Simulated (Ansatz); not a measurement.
# Au (fcc type): the cost of one run

Computed with Ansatz 0.2.0 (DFT, PBEsol, PAW with Ansatz's default frozen-core files, scalar-relativistic, unless a step's input says otherwise).

## 1. The starting structure

The structure is cubic, space group Fm-3m (No. 225). Conventional cell: a = 4.078 Å, b = 4.078 Å, c = 4.078 Å, α = 90.00°, β = 90.00°, γ = 90.00°. Au (site symmetry m-3m) is surrounded by 12 Au at 2.88 Å.

Structure file:

```
Au
1.0
     0.00000    2.03882    2.03882
     2.03882    0.00000    2.03882
     2.03882    2.03882    0.00000
Au
1
Direct
  0.00000 0.00000 0.00000
```

Whether this phase is the stable one at these pressures isn't tested.

## 2. Cell relaxed at zero pressure, PAW

input.yaml

```yaml
crystal:
  lattice:
    - [0.0, 2.0388247748, 2.0388247748]
    - [2.0388247748, 0.0, 2.0388247748]
    - [2.0388247748, 2.0388247748, 0.0]
  atoms:
    - { symbol: Au, position: [0.0, 0.0, 0.0] }
kpoints:
  mp_grid: { grid: [18, 18, 18] }
scf:
  occupations: { method: fermi_dirac, width: 0.08 }
hamiltonian:
  xc: pbesol
  pseudopotentials: { kind: paw }
output:
  forces: true
  stress: true
relax:
  f_tol: 0.005
  max_steps: 40
  cell: {}
```

Launch:

```
$ ansatz run input.yaml --threads 1 --pin off --max-ram 2048MiB --backend cpu --events-out ev --progress --plain --runs-dir out
```

What time and memory should one allow on 1 thread of Arm Neoverse V2, shared host?

About 6.2 s, with a peak of 0.32 GiB.
